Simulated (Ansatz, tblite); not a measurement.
# The cluster Hg10Te9F2: a ladder of methods and basis sets

One table from this session's results is given with a row withheld; the runs are named, their logs left out.

Method: as each input shows; program: Ansatz 0.2.0, Gaussian basis.

Levels to be run: GFN1-xTB, GFN2-xTB, PBE-D4/def2-TZVP, r2SCAN-D4/def2-TZVP, r2SCANh-D4/def2-TZVP, PBE-D4/def2-SVP, PBE0-D4/def2-SVP, MP2/def2-SVP.

2 further runs of the same task are left out: 2 set aside as unsound or not needed.

### The geometry

The singlet was relaxed beforehand with PBE-D4/def2-SVP.

21 atoms, charge 0, spin multiplicity 1.

Bond lengths: F1–Hg7 2.083 Å, Hg3–Te13 2.764 Å, Hg3–Te14 3.101 Å, Hg3–Te16 2.798 Å, Hg4–Te13 3.214 Å, Hg4–Te14 2.808 Å, Hg4–Te15 2.728 Å, Hg5–Te13 2.823 Å, Hg5–Te17 2.761 Å, Hg6–Te15 2.778 Å, Hg6–Te17 2.921 Å, Hg6–Te18 2.887 Å, Hg7–Te19 2.643 Å, Hg8–Te16 3.056 Å, Hg8–Te17 2.798 Å, Hg8–Te20 2.942 Å, Hg9–Te18 2.764 Å, Hg9–Te19 2.770 Å and more. Angles: Te13–Hg3–Te14 97.9°, Te13–Hg3–Te16 146.2°, Te14–Hg3–Te16 113.1°, Te13–Hg4–Te14 94.4°, Te13–Hg4–Te15 108.6°, Te14–Hg4–Te15 149.5°, Te13–Hg5–Te17 155.7°, Te15–Hg6–Te17 112.2°, Te15–Hg6–Te18 129.7°, Te17–Hg6–Te18 115.2°, F1–Hg7–Te19 165.1°, Te16–Hg8–Te17 122.7°, Te16–Hg8–Te20 108.9°, Te17–Hg8–Te20 127.3°, Te18–Hg9–Te19 167.3°, Te18–Hg9–Te20 103.5°, Te19–Hg9–Te20 86.8°, Te16–Hg10–Te21 146.9° and more.

Hg, Te take a core potential in the def2 sets. No spin-orbit coupling is included.

PBE0-D4/def2-TZVP was run before; its log isn't repeated, and its numbers join the tables.

Set-up of the first run:

Tight binding, by tblite at 300 K electronic temperature and without a spin-polarisation term:

```python
tblite.interface.Calculator('GFN1-xTB', numbers, positions, charge=0, uhf=0).singlepoint()
```

Tight binding, by tblite at 300 K electronic temperature and without a spin-polarisation term:

```python
tblite.interface.Calculator('GFN2-xTB', numbers, positions, charge=0, uhf=0).singlepoint()
```

start.molden holds the orbitals of an earlier run on this state, given as this run's starting guess.

Input file in.yaml:

```yaml
crystal:
  periodic: [false, false, false]
  atoms:
    - {symbol: F, position_ang: [2.288160, -3.231185, -0.354142]}
    - {symbol: F, position_ang: [1.089923, -1.600360, 2.143080]}
    - {symbol: Hg, position_ang: [-1.952857, -0.031082, -3.470089]}
    - {symbol: Hg, position_ang: [-3.697838, 1.758170, -0.705231]}
    - {symbol: Hg, position_ang: [-3.138023, -1.645984, -0.785025]}
    - {symbol: Hg, position_ang: [-1.800219, 0.524335, 2.047942]}
    - {symbol: Hg, position_ang: [3.251783, -2.578464, 1.372889]}
    - {symbol: Hg, position_ang: [0.966608, -1.141842, -0.970823]}
    - {symbol: Hg, position_ang: [2.328587, 0.516538, 2.615145]}
    - {symbol: Hg, position_ang: [1.579191, 1.218771, -3.490753]}
    - {symbol: Hg, position_ang: [0.058847, 2.660152, -0.218452]}
    - {symbol: Hg, position_ang: [-0.635043, -1.131701, 4.690640]}
    - {symbol: Te, position_ang: [-4.618705, -0.439146, -2.863038]}
    - {symbol: Te, position_ang: [-1.698692, 2.848550, -2.348749]}
    - {symbol: Te, position_ang: [-4.530424, 0.954885, 1.765585]}
    - {symbol: Te, position_ang: [0.520872, -1.228524, -3.992595]}
    - {symbol: Te, position_ang: [-0.956406, -2.010866, 0.866762]}
    - {symbol: Te, position_ang: [0.323405, 2.417274, 2.538974]}
    - {symbol: Te, position_ang: [4.452508, -1.146844, 3.242042]}
    - {symbol: Te, position_ang: [3.389469, 0.430036, -0.407933]}
    - {symbol: Te, position_ang: [2.778863, 2.857276, -1.676239]}
basis:
  gaussian: {orbitals: def2-TZVP, fitting: {mean_field: def2-universal-jkfit}, initial_orbitals: start.molden}
hamiltonian: {xc: pbe, dispersion: d4}
scf: {omitted_lower_state_checks: [starts]}
output: {forces: true, orbitals: {seedname: orbitals}}
```

Command:

```
ansatz run in.yaml --threads 4 --pin off --events-out ev --progress --plain --max-ram 46080MiB --backend cuda --devices 0, --max-vram 37GiB
```

Steps of the session up to this table: PBE-D4/def2-TZVP; r2SCAN-D4/def2-TZVP; r2SCANh-D4/def2-TZVP; PBE-D4/def2-SVP; PBE0-D4/def2-SVP; MP2/def2-SVP.

One of the session's tables, all rows but one given; the rest of the session is left out.

It belongs to the step «Binding energy». 

```
               level  binding an atom (eV)
         HF/def2-SVP                 0.359
     PBE-D4/def2-SVP                 1.474
    PBE-D4/def2-TZVP                 1.547
 r2SCAN-D4/def2-TZVP                 1.461
r2SCANh-D4/def2-TZVP                 1.428
    PBE0-D4/def2-SVP                 1.379
   PBE0-D4/def2-TZVP                 1.467
        MP2/def2-SVP                     ?
```

**Question.** Estimate the row for MP2/def2-SVP.

**Answer.** binding an atom (eV): 1.199. In the column «binding an atom (eV)» it lies between HF/def2-SVP (0.359) and PBE0-D4/def2-SVP (1.379).

Caveats from the session: Free atoms were run apart at each level; binding is atoms less cluster, divided by the number of atoms, without zero-point or spin-orbit terms.
